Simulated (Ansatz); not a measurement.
# GeH6NSi radical: a ladder of functionals and wavefunction methods

The task here is to estimate one member of a computed series from the others.

Program: Ansatz 0.2.0, Gaussian basis. Level of theory: functionals in def2-TZVPP, the program's frozen cores in correlated methods. These are calculated values, not measurements.

The runs, in order: LDA (SPW92), PBE-D4, revPBE-D4, BLYP-D4, r2SCAN-D4, B97M-V, PBE0-D4, B3LYP-D4, r2SCANh-D4, r2SCAN0-D4, HSE06-D4, BHLYP-D4, CAM-B3LYP-D4, LC-ωPBE, ωB97X-V, ωB97M-V, B2PLYP, PBE-QIDH; CCSD(T)/def2-SVP; CCSD(T)/def2-TZVPP; MP2/def2-QZVPP; extrapolation to the limit; RPA on PBE.

### The geometry

An earlier PBE0-D4 in a triple-zeta def2 set relaxation fixed the geometry.

SMILES `[SiH3][N][GeH3]`, 9 atoms, charge 0, spin multiplicity 2.

Atoms are counted from 1 here; the program's logs count them from 0.

Bond lengths: Si1–N2 1.731 Å, Si1–H4 1.492 Å, Si1–H5 1.486 Å, Si1–H6 1.491 Å, N2–Ge3 1.846 Å, Ge3–H7 1.538 Å, Ge3–H8 1.543 Å, Ge3–H9 1.536 Å. Angles: N2–Si1–H4 115.3°, N2–Si1–H5 109.2°, N2–Si1–H6 105.4°, H4–Si1–H5 108.9°, H4–Si1–H6 108.5°, H5–Si1–H6 109.5°, Si1–N2–Ge3 127.0°, N2–Ge3–H7 105.4°, N2–Ge3–H8 113.4°, N2–Ge3–H9 107.0°, H7–Ge3–H8 110.0°, H7–Ge3–H9 110.4°, H8–Ge3–H9 110.4°.

The first run:

in.yaml

```yaml
crystal:
  periodic: [false, false, false]
  atoms:
    - {symbol: Si, position_ang: [-0.680208, 1.066915, -0.955276]}
    - {symbol: N, position_ang: [0.530320, 0.621469, 0.199470]}
    - {symbol: Ge, position_ang: [0.768251, -1.036351, 0.976156]}
    - {symbol: H, position_ang: [-1.318309, -0.070398, -1.681049]}
    - {symbol: H, position_ang: [-0.086888, 1.998435, -1.949356]}
    - {symbol: H, position_ang: [-1.731158, 1.778781, -0.172441]}
    - {symbol: H, position_ang: [2.099761, -1.563421, 0.416098]}
    - {symbol: H, position_ang: [-0.368312, -2.029681, 0.657866]}
    - {symbol: H, position_ang: [0.875042, -0.811948, 2.491430]}
basis:
  gaussian: {orbitals: def2-TZVPP}
magnetization: {spin_polarized: true, initial_magnetization: 1}
hamiltonian: {xc: lda}
output: {orbitals: {seedname: orbitals}}
```

On the command line:

```
> ansatz run in.yaml --threads 4 --pin off --events-out ev --progress --plain --max-ram 10444MiB
```

Among the steps run: LDA; PBE-D4 (GGA); revPBE-D4 (GGA); BLYP-D4 (GGA); r2SCAN-D4 (meta-GGA); B97M-V (meta-GGA); PBE0-D4 (hybrid); B3LYP-D4 (hybrid); r2SCANh-D4 (hybrid); r2SCAN0-D4 (hybrid); HSE06-D4 (hybrid); BHLYP-D4 (hybrid); CAM-B3LYP-D4 (range-separated); LC-ωPBE (range-separated); ωB97X-V (range-separated); ωB97M-V (range-separated); B2PLYP (double hybrid); PBE-QIDH (double hybrid).

One of the session's tables, all rows but one given; the rest of the session is left out.

It belongs to the step «Orbital energies across the functionals». 

```
  functional  HOMO (eV)  LUMO (eV)  gap (eV)
 LDA (SPW92)          ?          ?         ?
      PBE-D4      -6.15      -5.00      1.15
   revPBE-D4      -6.12      -4.89      1.23
     BLYP-D4      -6.04      -4.93      1.11
   r2SCAN-D4      -6.48      -4.48      2.00
      B97M-V      -6.67      -4.65      2.02
     PBE0-D4      -7.56      -3.65      3.90
    B3LYP-D4      -7.32      -4.06      3.26
  r2SCANh-D4      -7.00      -4.00      2.99
  r2SCAN0-D4      -7.77      -3.28      4.49
    HSE06-D4      -7.15      -4.05      3.10
    BHLYP-D4      -8.86      -2.27      6.59
CAM-B3LYP-D4      -8.94      -2.52      6.42
     LC-ωPBE     -10.35      -1.12      9.22
     ωB97X-V      -9.98      -1.53      8.44
     ωB97M-V      -9.84      -1.65      8.19
```

Estimate the missing values for LDA (SPW92).

The run gave: HOMO (eV): -6.14; LUMO (eV): -5.41; gap (eV): 0.72. In the column «HOMO (eV)» it lies between PBE-D4 (-6.15) and revPBE-D4 (-6.12).
